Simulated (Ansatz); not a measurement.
# C4H12FGaN2: how energies converge with the basis set

How large a basis does C4H12FGaN2 need? Two functionals are run in growing sets.

Method: one geometry, several basis sets; program: Ansatz 0.2.0, Gaussian basis.

Levels to be run: PBE0-D4/def2-SVP; ωB97M-V/def2-SVP; PBE0-D4/def2-QZVPP; ωB97M-V/def2-QZVPP; the functionals' def2-TZVPP values are taken from earlier runs.

## 1. The relaxed structure

The geometry comes from an earlier relaxation with PBE0-D4 in a triple-zeta def2 set; it is a stationary point, not always the lowest conformer.

SMILES `C[N](C)[Ga]([F])[N](C)C`, 20 atoms, charge 0, spin multiplicity 1.

Atoms are counted from 1 here; the program's logs count them from 0.

Bond lengths: C1–N2 1.438 Å, C1–H9 1.091 Å, C1–H10 1.100 Å, C1–H11 1.100 Å, N2–C3 1.443 Å, N2–Ga4 1.805 Å, C3–H12 1.100 Å, C3–H13 1.091 Å, C3–H14 1.100 Å, Ga4–F5 1.765 Å, Ga4–N6 1.805 Å, N6–C7 1.438 Å, N6–C8 1.443 Å, C7–H15 1.100 Å, C7–H16 1.100 Å, C7–H17 1.091 Å, C8–H18 1.100 Å, C8–H19 1.091 Å and more. Angles: N2–C1–H9 111.5°, N2–C1–H10 111.6°, N2–C1–H11 111.5°, H9–C1–H10 107.5°, H9–C1–H11 107.4°, H10–C1–H11 107.1°, C1–N2–C3 113.4°, C1–N2–Ga4 126.1°, C3–N2–Ga4 120.5°, N2–C3–H12 111.3°, N2–C3–H13 110.7°, N2–C3–H14 111.4°, H12–C3–H13 108.0°, H12–C3–H14 107.3°, H13–C3–H14 108.0°, N2–Ga4–F5 113.3°, N2–Ga4–N6 133.5°, F5–Ga4–N6 113.3° and more.

## 2. PBE0-D4 in def2-SVP

in.yaml

```yaml
crystal:
  periodic: [false, false, false]
  atoms:
    - {symbol: C, position_ang: [0.604886, -1.886070, 1.290330]}
    - {symbol: N, position_ang: [0.615638, -1.537788, -0.104801]}
    - {symbol: C, position_ang: [1.130605, -2.584992, -0.952974]}
    - {symbol: Ga, position_ang: [0.067212, 0.029144, -0.814302]}
    - {symbol: F, position_ang: [0.226260, 0.092826, -2.570976]}
    - {symbol: N, position_ang: [-0.608971, 1.544965, -0.104027]}
    - {symbol: C, position_ang: [-0.845844, 1.794581, 1.292159]}
    - {symbol: C, position_ang: [-0.967344, 2.654654, -0.953422]}
    - {symbol: H, position_ang: [0.205877, -1.075814, 1.902397]}
    - {symbol: H, position_ang: [1.616853, -2.110506, 1.658582]}
    - {symbol: H, position_ang: [-0.013327, -2.776239, 1.478348]}
    - {symbol: H, position_ang: [0.531842, -3.502976, -0.862981]}
    - {symbol: H, position_ang: [1.117880, -2.275710, -1.999009]}
    - {symbol: H, position_ang: [2.166259, -2.842494, -0.687424]}
    - {symbol: H, position_ang: [-1.907105, 2.005877, 1.489839]}
    - {symbol: H, position_ang: [-0.270633, 2.661192, 1.650111]}
    - {symbol: H, position_ang: [-0.562763, 0.938119, 1.905901]}
    - {symbol: H, position_ang: [-0.395441, 3.557601, -0.694622]}
    - {symbol: H, position_ang: [-0.769653, 2.419124, -2.000057]}
    - {symbol: H, position_ang: [-2.034029, 2.904105, -0.856973]}
basis:
  gaussian: {orbitals: def2-SVP}
hamiltonian: {xc: pbe0, dispersion: d4}
output: {orbitals: {seedname: orbitals}}
```

Started as:

```sh
$ ansatz run in.yaml --threads 4 --pin off --events-out ev --progress --plain --max-ram 66560MiB --backend cpu
```

After this run come: ωB97M-V in def2-SVP; PBE0-D4 in def2-QZVPP; ωB97M-V in def2-QZVPP.

Before running them: what should the planned runs give, taken together? Wanted: PBE0-D4: double and triple zeta above quadruple; ωB97M-V: double and triple zeta above quadruple.

As calculated:

```
                                       quantity           value
PBE0-D4: double and triple zeta above quadruple  19.94, 1.78 eV
ωB97M-V: double and triple zeta above quadruple  20.33, 1.72 eV
```

What this shows: PBE0-D4 gains 18.16 eV from double to triple zeta, then 1.78 eV more. These are total energies; as a rule much of such shifts cancels in differences, which this series doesn't test. The LUMO of ωB97M-V is positive and keeps falling with the basis (1.89 to 1.16 eV): an unbound level that the basis holds in place.
